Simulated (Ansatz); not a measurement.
# H₃OSeTe+: single points off equilibrium

One table from this session's results is given with a row withheld; the runs are named, their logs left out.

Method: single points in def2-TZVPP; program: Ansatz 0.2.0, Gaussian basis.

Correlated methods freeze the cores. Filled d shells of the heavier atoms are correlated. Core potentials replace the inner electrons past krypton, and spin-orbit coupling is left out.

## The system as given

6 atoms, charge 1, spin multiplicity 1.

Atoms are counted from 1 here; the program's logs count them from 0.

Bond lengths: O1–H4 1.110 Å, O1–H5 0.883 Å, Se2–Te3 2.223 Å, Te3–H6 1.616 Å. Angles: H4–O1–H5 111.2°, Se2–Te3–H6 103.3°.

As a file:

| atom | x (Å) | y (Å) | z (Å) |
| --- | --- | --- | --- |
| O1 | -1.0769 | 0.7952 | -0.8621 |
| Se2 | -0.2672 | -1.1160 | 0.6846 |
| Te3 | 1.9498 | -1.1614 | 0.5235 |
| H4 | -1.7564 | 0.4000 | -1.6452 |
| H5 | -1.5029 | 1.3420 | -0.3158 |
| H6 | 2.4254 | -0.1010 | 1.6459 |

Set-up of the first run:

Input file run/in.yaml:

```yaml
crystal:
  periodic: [false, false, false]
  atoms:
    - {symbol: O, position_ang: [-1.076900, 0.795200, -0.862100]}
    - {symbol: Se, position_ang: [-0.267200, -1.116000, 0.684600]}
    - {symbol: Te, position_ang: [1.949800, -1.161400, 0.523500]}
    - {symbol: H, position_ang: [-1.756400, 0.400000, -1.645200]}
    - {symbol: H, position_ang: [-1.502900, 1.342000, -0.315800]}
    - {symbol: H, position_ang: [2.425400, -0.101000, 1.645900]}
basis:
  gaussian: {orbitals: def2-TZVPP}
total_charge: 1
correlation: {method: ccsd_t}
output: {forces: true}
```

No record of the launch command was kept for these runs.

Among the steps run: CCSD(T)/def2-TZVPP; PBE0-D4/def2-TZVPP; wB97M-V/def2-TZVPP; r2SCAN-D4/def2-TZVPP; PBE-D4/def2-TZVPP; B97M-V/def2-TZVPP; CAM-B3LYP-D4/def2-TZVPP.

One table of the session follows, with a row left open; its other results are not shown here.

| method | RMS force component (eV/Å) | angle to CCSD(T) forces (°) |
| --- | --- | --- |
| CCSD(T) | 2.893 | reference |
| PBE0-D4 | 2.876 | 2.9 |
| wB97M-V | 2.833 | 3.7 |
| r2SCAN-D4 | ? | ? |
| PBE-D4 | 2.991 | 5.6 |
| B97M-V | 2.832 | 2.4 |
| CAM-B3LYP-D4 | 2.855 | 3.0 |

Q: Estimate the row for r2SCAN-D4 from the others.

The run gave: RMS force component (eV/Å): 2.890; angle to CCSD(T) forces (°): 2.6. In the column «RMS force component (eV/Å)» it lies between PBE0-D4 (2.876) and CCSD(T) (2.893).
